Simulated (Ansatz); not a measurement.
**CH3AlCl2: up Jacob's ladder to CCSD(T)**

The task here is to estimate one member of a computed series from the others.

Program: Ansatz 0.2.0, Gaussian basis. Level of theory: functionals in def2-TZVPP, the program's frozen cores in correlated methods. These are calculated values, not measurements.

Plan: LDA (SPW92), PBE-D4, revPBE-D4, BLYP-D4, r2SCAN-D4, B97M-V, PBE0-D4, B3LYP-D4, r2SCANh-D4, r2SCAN0-D4, HSE06-D4, BHLYP-D4, CAM-B3LYP-D4, LC-ωPBE, ωB97X-V, ωB97M-V, B2PLYP, PBE-QIDH; CCSD(T)/def2-SVP; CCSD(T)/def2-TZVPP; MP2/def2-QZVPP; extrapolation to the limit; RPA on PBE.

### Structure used throughout

The geometry comes from an earlier relaxation with PBE0-D4 in a triple-zeta def2 set; it is a stationary point, not always the lowest conformer.

SMILES `[CH3][Al]([Cl])[Cl]`, 7 atoms, charge 0, spin multiplicity 1.

Atoms are counted from 1 here; the program's logs count them from 0.

Bond lengths: C1–Al2 1.928 Å, C1–H5 1.091 Å, C1–H6 1.094 Å, C1–H7 1.094 Å, Al2–Cl3 2.090 Å, Al2–Cl4 2.090 Å. Angles: Al2–C1–H5 111.8°, Al2–C1–H6 110.4°, Al2–C1–H7 110.4°, H5–C1–H6 108.6°, H5–C1–H7 108.6°, H6–C1–H7 106.9°, C1–Al2–Cl3 121.2°, C1–Al2–Cl4 122.3°, Cl3–Al2–Cl4 116.5°.

Set-up of the first run:

The input, in.yaml:

```yaml
crystal:
  periodic: [false, false, false]
  atoms:
    - {symbol: C, position_ang: [-0.174130, 0.933582, -0.165960]}
    - {symbol: Al, position_ang: [0.173824, -0.938317, 0.139961]}
    - {symbol: Cl, position_ang: [1.788760, -1.562700, 1.311004]}
    - {symbol: Cl, position_ang: [-1.027122, -2.444756, -0.670400]}
    - {symbol: H, position_ang: [-1.052790, 1.084405, -0.795386]}
    - {symbol: H, position_ang: [-0.332683, 1.452459, 0.783615]}
    - {symbol: H, position_ang: [0.685342, 1.407429, -0.648535]}
basis:
  gaussian: {orbitals: def2-TZVPP}
hamiltonian: {xc: lda}
output: {orbitals: {seedname: orbitals}}
```

Command:

```sh
$ ansatz run in.yaml --threads 4 --pin off --events-out ev --progress --plain --max-ram 10444MiB
```

Steps of the session up to this table: LDA; PBE-D4 (GGA); revPBE-D4 (GGA); BLYP-D4 (GGA); r2SCAN-D4 (meta-GGA); B97M-V (meta-GGA); PBE0-D4 (hybrid); B3LYP-D4 (hybrid); r2SCANh-D4 (hybrid); r2SCAN0-D4 (hybrid); HSE06-D4 (hybrid); BHLYP-D4 (hybrid); CAM-B3LYP-D4 (range-separated); LC-ωPBE (range-separated); ωB97X-V (range-separated); ωB97M-V (range-separated); B2PLYP (double hybrid); PBE-QIDH (double hybrid).

One of the session's tables, all rows but one given; the rest of the session is left out.

It belongs to the step «Orbital energies across the functionals». 

```
  functional  HOMO (eV)  gap (eV)
 LDA (SPW92)      -7.69      5.77
      PBE-D4      -7.55      5.89
   revPBE-D4      -7.49      5.96
     BLYP-D4      -7.40      5.87
   r2SCAN-D4      -7.86      6.55
      B97M-V      -7.93      6.50
     PBE0-D4      -8.87      8.00
    B3LYP-D4      -8.62      7.54
  r2SCANh-D4      -8.34      7.29
  r2SCAN0-D4          ?         ?
    HSE06-D4      -8.47      7.22
    BHLYP-D4     -10.07     10.00
CAM-B3LYP-D4     -10.23     10.31
     LC-ωPBE     -11.64     12.83
     ωB97X-V     -11.25     12.32
     ωB97M-V     -11.07     11.86
```

Estimate the missing values for r2SCAN0-D4.

Worked estimate for «HOMO (eV)». Against the share of exact exchange, r2SCAN-D4 (0, -7.86), r2SCANh-D4 (0.1, -8.34) give a slope of -4.80 per unit share; at 0.25 the line stands at -9.06.

**Answer.** HOMO (eV): -9.07; gap (eV): 8.40. In «HOMO (eV)» the line misses by +0.01.
